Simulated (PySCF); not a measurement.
# C₃H₁₀BN: electronic excitations and core binding energies

Wanted: the electronic excitations and core binding energies of C₃H₁₀BN (`[BH3-][NH2+]CC=C`), by calculation.

Programs: PySCF 2.14.0, with density-fitted response routines of our own. Each step states its level of theory. These are calculated values for one molecule in the gas phase, unless marked as measured. Atoms are numbered from 0 throughout.

## 1. Starting geometry

15 atoms, charge 0, multiplicity 1; geometry from: GFN2-xTB.

Bonds of the start (Å): B0–N1 1.64, N1–C2 1.46, C2–C3 1.50, C3–C4 1.32, B0–H5 1.19, B0–H6 1.19, B0–H7 1.19, N1–H8 1.02, N1–H9 1.02, C2–H10 1.09, C2–H11 1.09, C3–H12 1.08, C4–H13 1.08, C4–H14 1.08.

## 2. TDDFT and polarisability: CAM-B3LYP/def2-SVPD

What the job is given:

```
{"job": {"kind": "uv", "xc": "CAM-B3LYP", "basis": "def2-SVPD", "nstates": 8, "ntriplets": 3}, "charge": 0, "multiplicity": 1}
B     -2.236389    -0.088468    -0.124329
N     -0.648011     0.335079    -0.093423
C      0.262461    -0.742669    -0.456281
C      1.713795    -0.370415    -0.454345
C      2.217764     0.810469    -0.146254
H     -2.828256     0.897602     0.191726
H     -2.357841    -0.973634     0.664308
H     -2.467658    -0.426676    -1.243485
H     -0.450576     0.662179     0.847427
H     -0.543879     1.114927    -0.735426
H     -0.023685    -1.102198    -1.449920
H      0.094341    -1.573274     0.236992
H      2.371362    -1.180407    -0.738858
H      1.614212     1.654479     0.146408
H      3.277947     0.990996    -0.172109
```

Level: TDDFT CAM-B3LYP/def2-SVPD, vertical, gas phase, core orbitals frozen in the response.

On the command line:

```sh
$ OMP_NUM_THREADS=1 python probes_run.py task.json out
```

One launch serves the whole session: the jobs run in the order shown.

**Question.** This job is followed by: delta-SCF UKS SCAN, pcX-2 on the ionised atom, pcseg-1 elsewhere, spin-free X2C. Predict these results of the whole session: lowest singlet (CAM-B3LYP/def2-SVPD); brightest single state of those computed; lowest triplet; C1s binding energies, SCAN/pcX-2; B1s binding energies, SCAN/pcX-2; N1s binding energies, SCAN/pcX-2.

As calculated:

| quantity | value |
| --- | --- |
| lowest singlet (CAM-B3LYP/def2-SVPD) | 7.06 eV (176 nm), f = 0.019 |
| brightest single state of those computed | state 4, 7.61 eV, f = 0.271 |
| lowest triplet | 4.57 eV |
| C1s binding energies, SCAN/pcX-2 | C2 292.52, C3 291.39, C4 290.94 eV |
| B1s binding energies, SCAN/pcX-2 | B0 193.44 eV |
| N1s binding energies, SCAN/pcX-2 | N1 407.42 eV |

In words: The first singlet state (HOMO−1→LUMO 0.85) lies at 7.06 eV and is weak; of the 8 states computed, the strongest absorption comes from state 4 at 7.61 eV. The lowest triplet lies 2.50 eV below the lowest singlet (triplets in Tamm-Dancoff, singlets in full TDDFT). C2 (allylic sp3 CH2 bonded to N) binds its C1s electron 1.58 eV more tightly than C4 (terminal =CH2 carbon).
